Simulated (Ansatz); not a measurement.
FH4SbSi, SMILES F[SiH2][SbH2], vertical energies of changing the electron count

Computed with the Ansatz DFT code, driven from Python.

Notebook, run cell by cell (the value of a cell's last expression is shown):

```python
import ansatz as az
```

```python
def energy(molecule, charge=0, unpaired=0):
    calc = molecule.calculation().basis(gaussian='def2-SVP').functional('r2scan0')
    if charge:
        calc = calc.charge(charge)
    if unpaired:
        calc = calc.spin('collinear', total=unpaired)
    return calc.run(threads=1, backend='cpu').report['free_energy_ev']
```

```python
GEOMETRY = '''
F    -2.15070    0.54330    0.02690
Si   -0.75950   -0.06930   -0.56120
Sb    1.15190    0.97130    0.65410
H    -0.67930   -1.50940   -0.34190
H    -0.62770    0.20360   -2.01660
H     0.81720    0.06020    2.11850
H     2.30940   -0.26770    0.07450
'''
```

```python
mol = az.Crystal.molecule()
for line in GEOMETRY.strip().splitlines():
    symbol, *xyz = line.split()
    mol = mol.atom(symbol, [float(v) for v in xyz])
```

```python
# delta-SCF style differences, no relaxation
parent = energy(mol, 0, 0)
cation = energy(mol, 1, 1)
print(f'E(N)   = {parent:.5f} eV')
print(f'E(N-1) = {cation:.5f} eV  (1 unpaired)')
print(f'vertical ionisation energy {cation - parent:.3f} eV')
```

    E(N)   = -17192.83154 eV
    E(N-1) = -17183.49887 eV  (1 unpaired)
    vertical ionisation energy 9.333 eV

At this unrelaxed geometry removing an electron costs 9.33 eV.

Caveats:
- Total energies depend on the basis set; only differences at equal settings carry meaning.
- The geometry is a force-field or estimated start, not a minimum of this method, and the basis set is short of its limit. All parts are taken at fixed geometry, without zero-point energy. At an unrelaxed start these energies can be a whole eV from those at the minimum, and a small affinity can change sign.
- def2 sets replace the cores of elements past krypton by effective core potentials.
- Hardware and time: 16 s on 1 thread of Arm Neoverse V1, with other jobs on the host, peak memory 0.31 GiB.
